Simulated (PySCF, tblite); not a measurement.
**C2H3BeN (+2), an ion with solvent molecules: NMR shifts, interaction energy, infrared bands, spin-spin couplings and core binding energies**

The task here is to estimate one member of a computed series from the others.

Computed with tblite 0.8.0 and PySCF 2.14.0; each step states its level. No surroundings beyond the atoms listed, unless a continuum is named. Atoms count from 0, parts from 1.

### Starting point

7 atoms, charge 2, multiplicity 1; geometry: rigid parts in contact. Parts: 1 = atom 0, `[Be+2]`, charge 2; 2 = atoms 1–6, `CC#N`, charge 0.

Set-up of the first run:

Job settings and geometry (Å):

```
{"job": {"kind": "dock", "xc": "GFN2-xTB", "basis": "xTB"}, "charge": 2, "multiplicity": 1, "parts": [{"atoms": "0-0", "charge": 2, "multiplicity": 1}, {"atoms": "1-6", "charge": 0, "multiplicity": 1}]}
Be     0.000000     0.000000     0.000000
C      2.933697    -2.894908     2.066610
C      1.888888    -2.475574     1.174099
N      1.057889    -2.141889     0.464514
H      3.892793    -2.530098     1.701235
H      2.747658    -2.490166     3.060558
H      2.954815    -3.982785     2.116465
```

With the program's defaults for keys left out, this is: GFN2-xTB search for minima from random contacts, gas phase.

The run is started by

```console
> OMP_NUM_THREADS=1 python cluster_run.py task.json out
```

One launch serves the whole session: the jobs run in the order shown.

Steps of the session up to this table: Docking the parts with GFN2-xTB; Optimising the geometry at PBE0-D3(BJ)/def2-TZVPD; NMR shieldings: PBE0/pcSseg-2; Coupled-cluster interaction energy: CCSD(T) and MP2.

One table of the session follows, with a row left open; its other results are not shown here.

It belongs to the step «Coupled-cluster interaction energy: CCSD(T) and MP2». 

```
                 method  interaction energy (kcal/mol)
         HF/aug-cc-pVDZ                              ?
        MP2/aug-cc-pVDZ                        -180.26
       CCSD/aug-cc-pVDZ                        -181.33
    CCSD(T)/aug-cc-pVDZ                        -181.10
         HF/aug-cc-pVQZ                        -194.59
        MP2/aug-cc-pVQZ                        -185.69
    SCS-MP2/aug-cc-pVQZ                        -185.76
      MP2, extrapolated                        -186.13
CCSD(T), limit estimate                        -186.96
```

**Question.** Estimate the row for HF/aug-cc-pVDZ.

As computed: interaction energy (kcal/mol): -189.75. In the column «interaction energy (kcal/mol)» it lies between HF/aug-cc-pVQZ (-194.59) and CCSD(T), limit estimate (-186.96).

Caveats from the session: The interaction energy leaves out the deformation of the parts, 1.16 kcal/mol (MP2); added to the CCSD(T) estimate it gives a binding of about -185.8 kcal/mol.
